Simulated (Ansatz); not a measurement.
Predict the output of the script below (the Ansatz DFT code, driven from Python).

Script `scan_ch6bsb.py`:
```python
"""Stretching a bond of CH6BSb, the rest held rigid."""

import ansatz
from ase import Atoms
import numpy as np


def main() -> None:
    atoms = Atoms(["B", "C", "Sb", "H", "H", "H", "H", "H", "H"], positions=[
        [-0.6431, 0.3028, -1.2743],
        [0.5053, 0.1947, -0.262],
        [-0.2978, 0.1661, 1.7445],
        [-0.8135, -0.4777, -2.1008],
        [-1.3895, 1.2912, -1.2598],
        [1.0545, -0.7319, -0.4625],
        [1.2302, 1.0572, -0.3726],
        [1.3142, -0.3925, 2.3804],
        [-0.8719, -1.4561, 1.59],
    ])
    mol = ansatz.Crystal.molecule_from_ase(atoms)

    symbols = [site.symbol for site in mol.cartesian_sites]
    start = np.array([site.position_ang for site in mol.cartesian_sites])
    axis = (start[6] - start[1]) / np.linalg.norm(start[6] - start[1])
    moving = [6]
    lengths, energies = [0.96, 1.04, 1.13, 1.25, 1.42, 1.7, 2.04, 2.49], []
    for length in lengths:
        xyz = start.copy()
        xyz[moving] += (length - np.linalg.norm(start[6] - start[1])) * axis
        point = ansatz.Crystal.molecule()
        for symbol, xyz in zip(symbols, xyz):
            point = point.atom(symbol, xyz.tolist())
        setup = (
            point.calculation()
            .basis(gaussian="def2-SVP")
            .functional("PBE0")
            .spin("collinear")
        )
        r = setup.run().report
        energies.append(r["free_energy_ev"])
        print(f"r = {length:6.3f} A  E = {energies[-1]:.5f} eV  <S^2> = {abs(r['mean_field']['state']['spin_squared']):.3f}")

    print("energy above the lowest point (eV):", [round(e - min(energies), 3) for e in energies])


if __name__ == "__main__":
    main()
```

`python scan_ch6bsb.py` gives:
```text
r =  0.960 A  E = -8343.20329 eV  <S^2> = 0.000
r =  1.040 A  E = -8343.58430 eV  <S^2> = 0.000
r =  1.130 A  E = -8343.64897 eV  <S^2> = 0.000
r =  1.250 A  E = -8343.38664 eV  <S^2> = 0.000
r =  1.420 A  E = -8342.69775 eV  <S^2> = 0.000
r =  1.700 A  E = -8341.38698 eV  <S^2> = 0.000
r =  2.040 A  E = -8340.00507 eV  <S^2> = 0.162
r =  2.490 A  E = -8339.23196 eV  <S^2> = 0.794
energy above the lowest point (eV): [0.446, 0.065, 0.0, 0.262, 0.951, 2.262, 3.644, 4.417]
```

What to keep in mind:
- Total energies depend on the basis set; only differences at equal settings carry meaning.
- The rest of the molecule is held rigid at a force-field or estimated start geometry, and the basis set is modest; single-reference methods fail as a bond breaks.
- def2 sets replace the cores of elements past krypton by effective core potentials.
- The expectation value of S² is noticeably off S(S+1) in at least one run, so that state is spin-contaminated.
- It ran for 50 s on 1 thread of Arm Neoverse V2 (shared host), peak memory 0.31 GiB.

(Lines on the test bed's own set-up are left out of the output.)
